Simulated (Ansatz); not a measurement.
# CuSi16: the cost of one run

Method: DFT PBEsol, plane waves, PAW, scalar-relativistic, no spin polarisation, in Ansatz 0.2.0.

1 further run of the same task is left out (it didn't finish).

## 1. The starting structure

The cell holds 17 atoms (CuSi16): a = 7.679 Å, b = 7.679 Å, c = 7.679 Å, α = 60.00°, β = 60.00°, γ = 60.00°.

Its coordinates follow in the input file.

## 2. End point A

File input.yaml:

```yaml
crystal:
  lattice:
    - [0.0, 5.43, 5.43]
    - [5.43, 0.0, 5.43]
    - [5.43, 5.43, 0.0]
  atoms:
    - { symbol: Si, position: [0.0, 0.0, 0.0] }
    - { symbol: Si, position: [0.125, 0.125, 0.125] }
    - { symbol: Si, position: [0.0, 0.0, 0.5] }
    - { symbol: Si, position: [0.125, 0.125, 0.625] }
    - { symbol: Si, position: [0.0, 0.5, 0.0] }
    - { symbol: Si, position: [0.125, 0.625, 0.125] }
    - { symbol: Si, position: [0.0, 0.5, 0.5] }
    - { symbol: Si, position: [0.125, 0.625, 0.625] }
    - { symbol: Si, position: [0.5, 0.0, 0.0] }
    - { symbol: Si, position: [0.625, 0.125, 0.125] }
    - { symbol: Si, position: [0.5, 0.0, 0.5] }
    - { symbol: Si, position: [0.625, 0.125, 0.625] }
    - { symbol: Si, position: [0.5, 0.5, 0.0] }
    - { symbol: Si, position: [0.625, 0.625, 0.125] }
    - { symbol: Si, position: [0.5, 0.5, 0.5] }
    - { symbol: Si, position: [0.625, 0.625, 0.625] }
    - { symbol: Cu, position: [0.863295, 0.3805655, 0.3872309] }
total_charge: 1
basis:
  ecutwfc: 420.0
kpoints:
  mp_grid: { grid: [2, 2, 2] }
hamiltonian:
  xc: pbesol
  pseudopotentials: { kind: paw, azcp: { folder: soft_1 } }
scf:
  occupations: { method: fermi_dirac, width: 0.05 }
  lower_state_search: "off"
relax:
  f_tol: 0.03
  max_steps: 60
  adjacent_minimum: "off"
```

Command:

```sh
ansatz run input.yaml --threads 1 --pin off --max-ram 3072MiB --backend cpu --events-out ev --progress --plain --runs-dir out
```

What time and memory should one allow on 1 thread of Arm Neoverse V1, shared host?

About 60 s, with a peak of 0.56 GiB.
